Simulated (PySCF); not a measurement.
**A diatomic session: NiH−**

One table from this session's results is given with a row withheld; the runs are named, their logs left out.

Program: PySCF 2.14.0. Level of theory: Ni def2-TZVPPD, H def2-TZVPPD, no relativity. These are calculated values, not measurements.

4 further runs of the same task are left out: 4 set aside as unsound or not needed.

The first run:

Settings of the job:

```json
{
  "atoms": "Ni, H",
  "charge": "-1",
  "basis": "Ni def2-TZVPPD, H def2-TZVPPD",
  "Hamiltonian": "no relativity",
  "basis functions": "84",
  "electrons treated": "30",
  "masses in u": "57.9353, 1.0078",
  "levels": "PBE0, PBE, r²SCAN, M06-L, M06, revPBE, TPSSh, B97-3, ωB97X-V, MP2, SCS-MP2, CCSD, CCSD(T)",
  "grid": "80 radial by 434 angular points",
  "occupations": "held fixed by the projection of orbital angular momentum",
  "dissociation limit": "Ni− + H, each in its ground configuration",
  "starting distance in angstrom": "1.475",
  "values of 2S to try": "0, 2, 4"
}
```

Started as:

```sh
$ OMP_NUM_THREADS=1 python dia.py task.json out
```

Steps of the session up to this table: The job; The PBE0 curve of the state that the search chose; PBE (GGA); r²SCAN; M06-L; M06 (hybrid meta-GGA); revPBE (GGA); TPSSh (hybrid meta-GGA); B97-3 (global hybrid GGA); ωB97X-V; Correlated methods on the Hartree–Fock reference.

One table of the session follows, with a row left open; its other results are not shown here.

Energy (eV) from each level's lowest point:

| R (Å) | UHF-MP2 | UHF-SCS-MP2 | UHF-CCSD | UHF-CCSD(T) | PBE |
| --- | --- | --- | --- | --- | --- |
| 1.343 | 0.226 | 0.343 | n/a | n/a | 0.307 |
| 1.405 | 0.125 | 0.202 | 0.134 | 0.080 | 0.139 |
| 1.467 | ? | ? | ? | ? | ? |
| 1.514 | 0.019 | 0.048 | 0.009 | 0.000 | 0.009 |
| 1.561 | 0.002 | 0.016 | 0.000 | 0.005 | 0.000 |
| 1.608 | 0.000 | 0.000 | 0.011 | 0.028 | 0.010 |
| 1.670 | 0.016 | 0.001 | 0.048 | 0.078 | 0.047 |
| 1.748 | 0.059 | 0.029 | 0.122 | 0.163 | 0.120 |
| 1.842 | 0.136 | 0.090 | 0.235 | 0.289 | 0.231 |
| 1.967 | 0.263 | 0.201 | n/a | n/a | 0.399 |

**Question.** Estimate the row for R (Å) = 1.467.

Worked estimate for «UHF-MP2». A straight line through the neighbours (1.405, 0.125) and (1.514, 0.019) gives 0.125 + (0.019 − 0.125) × (1.467 − 1.405) / (1.514 − 1.405) = 0.065; a parabola fitted to 4 rows on both sides gives 0.053.

The run gave: UHF-MP2: 0.053; UHF-SCS-MP2: 0.100; UHF-CCSD: 0.042; UHF-CCSD(T): 0.016; PBE: 0.044. In «UHF-MP2» the line misses by +0.012 and the parabola by 0.000.

Limits of these values: At some levels the lowest empty orbital lies below the highest filled one (the two can be of opposite spin).
